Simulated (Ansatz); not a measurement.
# SnH₃Cl (SMILES [Cl][SnH3]): one structure at several levels

The task here is to estimate one member of a computed series from the others.

Method: single points in def2-TZVPP; program: Ansatz 0.2.0, Gaussian basis.

Correlated methods freeze the cores. Filled d shells of the heavier atoms are correlated. Core potentials replace the inner electrons past krypton, and spin-orbit coupling is left out.

## The system as given

SMILES `[Cl][SnH3]`, 5 atoms, charge 0, spin multiplicity 1.

Atoms are counted from 1 here; the program's logs count them from 0.

Bond lengths: Cl1–Sn2 2.187 Å, Sn2–H3 1.833 Å, Sn2–H4 1.677 Å, Sn2–H5 1.809 Å. Angles: Cl1–Sn2–H3 108.1°, Cl1–Sn2–H4 120.4°, Cl1–Sn2–H5 109.7°, H3–Sn2–H4 105.6°, H3–Sn2–H5 100.2°, H4–Sn2–H5 110.7°.

Geometry (Å):

```mol
ClH3Sn
  3D, bonds by distance, orders not assigned

  5  4  0  0  0  0  0  0  0  0999 V2000
   -1.8721    0.4144    0.9936 Cl  0  0
   -0.0019   -0.0925   -0.0214 Sn  0  0
   -0.1241    0.4788   -1.7591 H   0  0
    0.5134   -1.6865   -0.1048 H   0  0
    1.3262    0.9798    0.5764 H   0  0
  1  2  8  0
  2  3  8  0
  2  4  8  0
  2  5  8  0
M  END
```

Set-up of the first run:

run/in.yaml reads:

```yaml
crystal:
  periodic: [false, false, false]
  atoms:
    - {symbol: Cl, position_ang: [-1.872100, 0.414400, 0.993600]}
    - {symbol: Sn, position_ang: [-0.001900, -0.092500, -0.021400]}
    - {symbol: H, position_ang: [-0.124100, 0.478800, -1.759100]}
    - {symbol: H, position_ang: [0.513400, -1.686500, -0.104800]}
    - {symbol: H, position_ang: [1.326200, 0.979800, 0.576400]}
basis:
  gaussian: {orbitals: def2-TZVPP}
correlation: {method: ccsd_t}
output: {forces: true}
```

Started as:

```bash
ansatz run in.yaml --threads 4 --pin off --events-out ev --progress --plain --max-ram 5222MiB
```

Among the steps run: CCSD(T)/def2-TZVPP; PBE0-D4/def2-TZVPP; wB97M-V/def2-TZVPP; r2SCAN-D4/def2-TZVPP; PBE-D4/def2-TZVPP; SPW92/def2-TZVPP; r2SCANh-D4/def2-TZVPP.

One of the session's tables, all rows but one given; the rest of the session is left out.

| method | RMS force component (eV/Å) | angle to CCSD(T) forces (°) | dipole (D) |
| --- | --- | --- | --- |
| CCSD(T) | 1.461 | reference | 1.20 |
| PBE0-D4 | 1.395 | 2.4 | 1.21 |
| wB97M-V | 1.452 | 0.5 | 1.22 |
| r2SCAN-D4 | 1.412 | 2.6 | 1.20 |
| PBE-D4 | 1.409 | 7.0 | 1.14 |
| SPW92 | 1.279 | 3.2 | 1.22 |
| r2SCANh-D4 | ? | ? | ? |

Estimate the missing values for r2SCANh-D4.

As computed: RMS force component (eV/Å): 1.411; angle to CCSD(T) forces (°): 1.6; dipole (D): 1.22. In the column «RMS force component (eV/Å)» it lies between PBE-D4 (1.409) and r2SCAN-D4 (1.412).

Limits of these values: CCSD(T) in triple zeta still lacks some correlation energy of the bonds, so part of these gaps is its own basis error and they don't rank the functionals.
